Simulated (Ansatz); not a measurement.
# BeZn3Te4: the cost of one run

Computed with Ansatz 0.2.0 (DFT PBE, scalar-relativistic, plane waves, PAW, unless a step's input says otherwise).

### Step 1. Starting point

The structure is cubic, space group P-43m (No. 215). The conventional cell has a = 6.048 Å, b = 6.048 Å, c = 6.048 Å, α = 90.00°, β = 90.00°, γ = 90.00°. Around Be (site symmetry -43m) lie 4 Te at 2.49 Å. Around Zn (site symmetry -42m) lie 4 Te at 2.66 Å. Te (site symmetry 3m) has 1 Be at 2.49 Å and 3 Zn at 2.66 Å in its first shell of neighbours.

As a file:

```cif
data_structure
_symmetry_space_group_name_H-M 'P 1'
_symmetry_Int_Tables_number 1
_cell_length_a 6.0483
_cell_length_b 6.0483
_cell_length_c 6.0483
_cell_angle_alpha 90.000
_cell_angle_beta 90.000
_cell_angle_gamma 90.000
_cell_volume 221.26
loop_
_atom_site_label
_atom_site_type_symbol
_atom_site_fract_x
_atom_site_fract_y
_atom_site_fract_z
_atom_site_occupancy
Be1 Be 0.50000 0.50000 0.50000 1
Zn1 Zn 0.00000 0.00000 0.50000 1
Zn2 Zn 0.00000 0.50000 0.00000 1
Zn3 Zn 0.50000 0.00000 0.00000 1
Te1 Te 0.26230 0.26230 0.26230 1
Te2 Te 0.26230 0.73770 0.73770 1
Te3 Te 0.73770 0.26230 0.73770 1
Te4 Te 0.73770 0.73770 0.26230 1
```

The start is the relaxed end of an invented cell (made as: elements ordered on the sites of the ZnTe type, Be/Zn on Zn (P-43m, No. 215)), taken up again for a closer look.

### Step 2. A first look at the guess

input.yaml reads:

```yaml
crystal:
  lattice:
    - [6.048272, 0.0, 0.0]
    - [0.0, 6.048272, 0.0]
    - [0.0, 0.0, 6.048272]
  atoms:
    - { symbol: Be, position: [0.5, 0.5, 0.5] }
    - { symbol: Zn, position: [0.0, 0.0, 0.5] }
    - { symbol: Zn, position: [0.0, 0.5, 0.0] }
    - { symbol: Zn, position: [0.5, 0.0, 0.0] }
    - { symbol: Te, position: [0.262304, 0.262304, 0.262304] }
    - { symbol: Te, position: [0.262304, 0.737696, 0.737696] }
    - { symbol: Te, position: [0.737696, 0.262304, 0.737696] }
    - { symbol: Te, position: [0.737696, 0.737696, 0.262304] }
basis:
  ecutwfc: 420
kpoints:
  mp_grid: { grid: [4, 4, 4] }
hamiltonian:
  xc: pbe
scf:
  occupations: { method: gaussian, width: 0.1 }
  lower_state_search: "off"
output:
  forces: true
  stress: true
  eigenvalues: true
```

The run is started by

```sh
$ ansatz run input.yaml --threads 4 --pin off --max-ram 8192MiB --backend cpu --events-out ev --progress --plain --runs-dir out
```

Q: Estimate wall time and peak memory on 4 threads of Intel Xeon 6975P-C (Granite Rapids), shared host.

About 2.9 s, with a peak of 0.68 GiB.
